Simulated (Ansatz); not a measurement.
Write a Python script for Ansatz 0.2.0 through its Python package that makes a single point in a Gaussian basis of BrClH4OSi2, SMILES O[Si]([SiH3])(Cl)Br. Settings: B3LYP, cc-pVDZ basis, multiplicity 1.

`brclh4osi2.xyz`
```text
9

O    -1.91770   -0.43290    0.17170
Si   -0.51950    0.35840    0.46760
Si    1.19280   -0.46560   -0.80080
Cl   -0.15500    0.07070    2.46950
Br   -0.81430    2.51760    0.10720
H    -2.68090   -0.14890    0.77650
H     2.53270    0.21740   -0.44430
H     1.45920   -1.90910   -0.56200
H     0.99120   -0.25380   -2.20250
```

`brclh4osi2.py`:
```python
'''Single point of BrClH4OSi2.'''

import ansatz as az
import numpy as np

mol = az.Crystal.molecule_from_extxyz('brclh4osi2.xyz')

base = (
    mol.calculation()
    .basis(gaussian='cc-pVDZ')
    .functional('b3lyp')
    .forces()
)
done = base.run(threads=1)
r = done.report

print(f'E = {r["free_energy_ev"]:.6f} eV = {r["free_energy_ev"] / 27.211386246:.7f} Ha')
print('converged:', r['converged'], ' doubts:', r['published_state_doubts'] or 'none')

field = r['mean_field']
print('<S^2> =', round(abs(field['state']['spin_squared']), 4), ' all-electron relativity setting:', field['relativity'])
print('passes:', field['passes'])
if 'symmetry' in field:
    print('occupied orbitals by irrep:', field['symmetry']['occupied'])

symbols = [site.symbol for site in mol.cartesian_sites]
forces = np.array(r['forces_ev_ang'])
print('largest force', round(float(np.linalg.norm(forces, axis=1).max()), 4), 'eV/A, rms', round(float(np.sqrt((forces ** 2).mean())), 4))

charges = r['charge_distribution']
dipole = np.array(charges['dipole_moment_e_ang']) * 4.803205
print('dipole (D): {:.3f} {:.3f} {:.3f}, length {:.3f}'.format(*dipole, np.linalg.norm(dipole)))
print('atom  Mulliken   Lowdin')
for symbol, m, l in zip(symbols, charges['mulliken_charges_e'], charges['lowdin_charges_e']):
    print(f'{symbol:4s} {m:9.3f} {l:8.3f}')
```

```console
$ python brclh4osi2.py
E = -100441.379691 eV = -3691.1526220 Ha
converged: True  doubts: none
<S^2> = 0.0  all-electron relativity setting: none
passes: {'evaluations': 15, 'products': 12}
occupied orbitals by irrep: [{'A': 46}, {'A': 46}]
largest force 2.6788 eV/A, rms 0.8429
dipole (D): -0.747 -0.359 -0.335, length 0.894
atom  Mulliken   Lowdin
O       -0.327    0.146
Si       0.487   -0.514
Si       0.178    0.162
Cl      -0.212    0.155
Br      -0.192    0.159
H        0.199    0.020
H       -0.042   -0.036
H       -0.043   -0.043
H       -0.047   -0.049
```

Total energies depend on the basis set; only differences at equal settings carry meaning. The geometry is a force-field or estimated start, not a minimum of this method, and the basis set is short of its limit. The Löwdin charges here are taken after orthogonalising the functions within each atom; they differ from plain Löwdin charges, and their signs can be unphysical. b3lyp holds the VWN-RPA fit, as in Gaussian; the form of ORCA and Turbomole is b3lyp5. The whole script took 8.6 s on 1 thread of Arm Neoverse V2 (shared host), peak memory 0.38 GiB.

(A comment or docstring line of the script was reworded after the run, the code is as it ran; lines on the test bed's own set-up are left out of the output.)
